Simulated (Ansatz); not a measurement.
**CH4ClFOSeTi: relaxing the structure**

The task is to find a stationary geometry of CH4ClFOSeTi.

Program: Ansatz 0.2.0, Gaussian basis. Level of theory: RKS PBE0-D4/def2-TZVP. These are calculated values, not measurements.

Plan: relaxation at PBE0-D4/def2-TZVP.

1 further run of the same task is left out (set aside as unsound or not needed).

## 1. Starting geometry

SMILES `C[O][Ti]([F])([Cl])[SeH]`, 10 atoms, charge 0, spin multiplicity 1.

Atoms are counted from 1 here; the program's logs count them from 0.

Bond lengths: C1–O2 1.386 Å, C1–H7 1.098 Å, C1–H8 1.099 Å, C1–H9 1.099 Å, O2–Ti3 1.654 Å, Ti3–F4 1.711 Å, Ti3–Cl5 2.132 Å, Ti3–Se6 2.384 Å, Se6–H10 1.450 Å. Angles: O2–C1–H7 109.8°, O2–C1–H8 109.9°, O2–C1–H9 109.3°, H7–C1–H8 109.5°, H7–C1–H9 109.1°, H8–C1–H9 109.3°, C1–O2–Ti3 170.3°, O2–Ti3–F4 123.6°, O2–Ti3–Cl5 113.6°, O2–Ti3–Se6 101.5°, F4–Ti3–Cl5 107.3°, F4–Ti3–Se6 103.4°, Cl5–Ti3–Se6 105.2°, Ti3–Se6–H10 97.1°.

As a file:

```tsv
atom	x (Å)	y (Å)	z (Å)
C1	0.11929	-1.90050	-0.56884
O2	-0.15328	-0.66711	0.00099
Ti3	-0.53602	0.88683	0.41867
F4	-1.71470	1.82248	-0.39566
Cl5	-0.84706	1.15763	2.51009
Se6	1.50315	2.02456	-0.06133
H7	0.16128	-2.67001	0.21335
H8	-0.66527	-2.15848	-1.29444
H9	1.08896	-1.85717	-1.08350
H10	1.04364	3.36178	0.26067
```

The start is a GFN2-xTB geometry.

## 2. Relaxation at PBE0-D4/def2-TZVP

in.yaml

```yaml
crystal:
  periodic: [false, false, false]
  atoms:
    - {symbol: C, position_ang: [0.119290, -1.900500, -0.568840]}
    - {symbol: O, position_ang: [-0.153280, -0.667110, 0.000990]}
    - {symbol: Ti, position_ang: [-0.536020, 0.886830, 0.418670]}
    - {symbol: F, position_ang: [-1.714700, 1.822480, -0.395660]}
    - {symbol: Cl, position_ang: [-0.847060, 1.157630, 2.510090]}
    - {symbol: Se, position_ang: [1.503150, 2.024560, -0.061330]}
    - {symbol: H, position_ang: [0.161280, -2.670010, 0.213350]}
    - {symbol: H, position_ang: [-0.665270, -2.158480, -1.294440]}
    - {symbol: H, position_ang: [1.088960, -1.857170, -1.083500]}
    - {symbol: H, position_ang: [1.043640, 3.361780, 0.260670]}
basis:
  gaussian: {orbitals: def2-TZVP}
hamiltonian: {xc: pbe0, dispersion: d4}
relax: {f_tol: 0.005, max_steps: 150}
```

Launch:

```bash
$ ansatz run in.yaml --threads 2 --pin off --events-out ev --progress --plain --max-ram 31744MiB --backend cuda --devices 0, --max-vram 18GiB
```

**Question.** What will the summary of the whole plan be? Wanted: point group; shift from the start; total energy; dispersion term; dipole moment.

The runs gave:

```
                  quantity            value
               point group               C1
                     steps               20
shift from the start (rms)          0.170 Å
              total energy  -106839.7677 eV
           dispersion term         -241 meV
             dipole moment           3.07 D
```

The atoms moved 0.17 Å (rms) from the start; the bond that changed most is O2–Ti3, from 1.654 to 1.726 Å. No vibrations were run, so it is not proven to be a minimum. The largest Mulliken charge, +1.31 e, sits on Ti3.
